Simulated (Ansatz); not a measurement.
# BGeNH6 (SMILES B[NH][GeH3]): revPBE/6-31G(d) (spherical functions)

What is the electronic atomisation energy of BGeNH6 at revPBE/6-31G* (spherical functions)? 

The results are computed with Ansatz 0.2.0.

69 further runs of the same task are left out: 69 set aside as unsound or not needed.

### Step 1. The system as given

BGeNH6: 9 atoms, total charge 0, spin state singlet. SMILES: `B[NH][GeH3]`. The coordinates come from a PBE0-D4/def2-TZVP relaxation.

Bond lengths: B1–N2 1.392 Å, N2–Ge3 1.854 Å, B1–H4 1.199 Å, B1–H5 1.199 Å, N2–H6 1.010 Å, Ge3–H7 1.538 Å, Ge3–H8 1.530 Å, Ge3–H9 1.538 Å. Some angles: B1–N2–Ge3 126.2°, B1–N2–H6 117.9°, Ge3–N2–H6 115.9°, N2–B1–H4 119.2°, N2–B1–H5 119.6°, N2–Ge3–H7 109.1°, N2–Ge3–H8 106.5°, N2–Ge3–H9 109.1°, H4–B1–H5 121.2°, H7–Ge3–H8 111.5°.

### Step 2. A single-point energy at revPBE/6-31G(d) (spherical functions)

File input.yaml:

```yaml
crystal:
  periodic: [false, false, false]
  atoms:
    - {symbol: B, position_ang: [-0.874000, 0.629500, -1.162900]}
    - {symbol: "N", position_ang: [-0.023300, 0.687100, -0.062700]}
    - {symbol: Ge, position_ang: [0.665200, -0.761400, 0.866600]}
    - {symbol: H, position_ang: [-1.217900, -0.440700, -1.581000]}
    - {symbol: H, position_ang: [-1.249100, 1.647000, -1.674800]}
    - {symbol: H, position_ang: [0.253900, 1.598400, 0.272500]}
    - {symbol: H, position_ang: [2.201600, -0.714800, 0.804900]}
    - {symbol: H, position_ang: [0.114900, -2.015200, 0.184600]}
    - {symbol: H, position_ang: [0.217300, -0.676000, 2.335700]}
basis:
  gaussian: {orbitals: 6-31G_st_-spherical.json}
total_charge: 0
hamiltonian: {xc: {name: revPBE}}
accuracy: high
output: {orbitals: {seedname: orbitals}}
```

The basis set 6-31G* is read from a file made from the Basis Set Exchange's data (not shown).

Started as:

```console
ansatz run input.yaml --threads 1 --pin off --max-ram 3480MiB --events-out events.jsonl --progress --plain --runs-dir runs
```

Log:

```text
Warning: RAYON_NUM_THREADS=1 ignored (pool sized by the plan → 1); use --threads N
Functional definition: revPBE
  name "revPBE"
  parameter kappa = 1.245
  parameter beta = 0.06672455060314922
  exchange = pbe_x(kappa = kappa, mu = beta*pi^2/3)
  correlation = pbe_c(beta = beta)
1655 factors; integrals over basis functions are off by at most 4.5e-9 eV
mean field evaluation 1: about -58763.0874 eV, gradient 5.8e1 eV
mean field evaluation 2: about -58738.3561 eV, gradient 1.1e2 eV
mean field evaluation 4: about -58769.7777 eV, gradient 7.3e0 eV
mean field evaluation 8: about -58769.8765 eV, gradient 3.1e-1 eV
mean field evaluation 16: about -58769.8767 eV, gradient 9.2e-6 eV
mean field -58769.87674728 eV, -2159.7531348093 hartree, gradient 2.2e-8 eV, S^2 0.000000; 0 other end points of the search recorded, 0 dependent functions left out
reference -58769.87675225 eV, -2159.7531349919 hartree; 25, 25 occupied and 47, 47 virtual orbitals, 1655 factors
Total energy: -58769.87675225 eV, -2159.7531349919 hartree
```

Run time: 4.5 s. Hardware: 1 thread of Arm Neoverse V2, shared host; peak memory 0.2 GiB.

### Step 3. The B atom, same level

File molecule.yaml:

```yaml
crystal:
  periodic: [false, false, false]
  atoms:
    - {symbol: B, position_ang: [0.000000, 0.000000, 0.000000]}
basis:
  gaussian:
    orbitals: 6-31G_st_-spherical.json
magnetization:
  spin_polarized: true
  initial_magnetization: 1
accuracy: high
hamiltonian:
  xc: {name: revPBE}
```

The basis set 6-31G* is read from a file made from the Basis Set Exchange's data (not shown).

Run the same way, it converges to -24.64323 Eh (log not shown).

### Step 4. The Ge atom, same level

File run.yaml:

```yaml
crystal:
  periodic: [false, false, false]
  atoms:
    - symbol: Ge
      position_ang: [0.000000, 0.000000, 0.000000]
basis:
  gaussian:
    orbitals: 6-31G_st_-spherical.json
magnetization:
  spin_polarized: true
  initial_magnetization: 2
hamiltonian:
  xc: {name: revPBE}
accuracy: high
```

The basis set 6-31G* is read from a file made from the Basis Set Exchange's data (not shown).

Run the same way, it converges to -2076.48463 Eh (log not shown).

### Step 5. The H atom at the same level

File input.yaml:

```yaml
crystal:
  periodic: [false, false, false]
  atoms:
    - {symbol: H, position_ang: [0.000000, 0.000000, 0.000000]}
basis:
  gaussian:
    orbitals: "6-31G*"
magnetization:
  spin_polarized: true
  initial_magnetization: 1
accuracy: high
hamiltonian:
  xc: {name: revPBE}
```

Run the same way, it converges to -0.50194 Eh (log not shown).

### Step 6. The N atom at the same level

File in.yaml:

```yaml
crystal:
  periodic: [false, false, false]
  atoms:
    - symbol: "N"
      position_ang: [0.000000, 0.000000, 0.000000]
basis:
  gaussian: {orbitals: 6-31G_st_-spherical.json}
magnetization: {spin_polarized: true, initial_magnetization: 3}
hamiltonian: {xc: {name: revPBE}}
accuracy: high
```

The basis set 6-31G* is read from a file made from the Basis Set Exchange's data (not shown).

Run the same way, it converges to -54.56705 Eh (log not shown).

### Step 7. Outcome

Level: revPBE/6-31G* (spherical functions).

| quantity | value |
| --- | --- |
| molecule: total energy | -2159.75313 Eh |
| molecule: HOMO energy | -6.77 eV |
| molecule: LUMO energy | -0.28 eV |
| molecule: HOMO–LUMO gap | 6.48 eV |
| B atom: total energy | -24.64323 Eh |
| B atom: ⟨S²⟩ | 0.752 |
| Ge atom: total energy | -2076.48463 Eh |
| Ge atom: ⟨S²⟩ | 2.002 |
| H atom: total energy | -0.50194 Eh |
| H atom: ⟨S²⟩ | 0.750 |
| N atom: total energy | -54.56705 Eh |
| N atom: ⟨S²⟩ | 3.751 |
| electronic atomisation energy | 28.480 eV |

In words: Taking the molecule apart into free atoms costs 28.48 eV (2748 kJ/mol), before zero-point energy and without spin-orbit coupling.
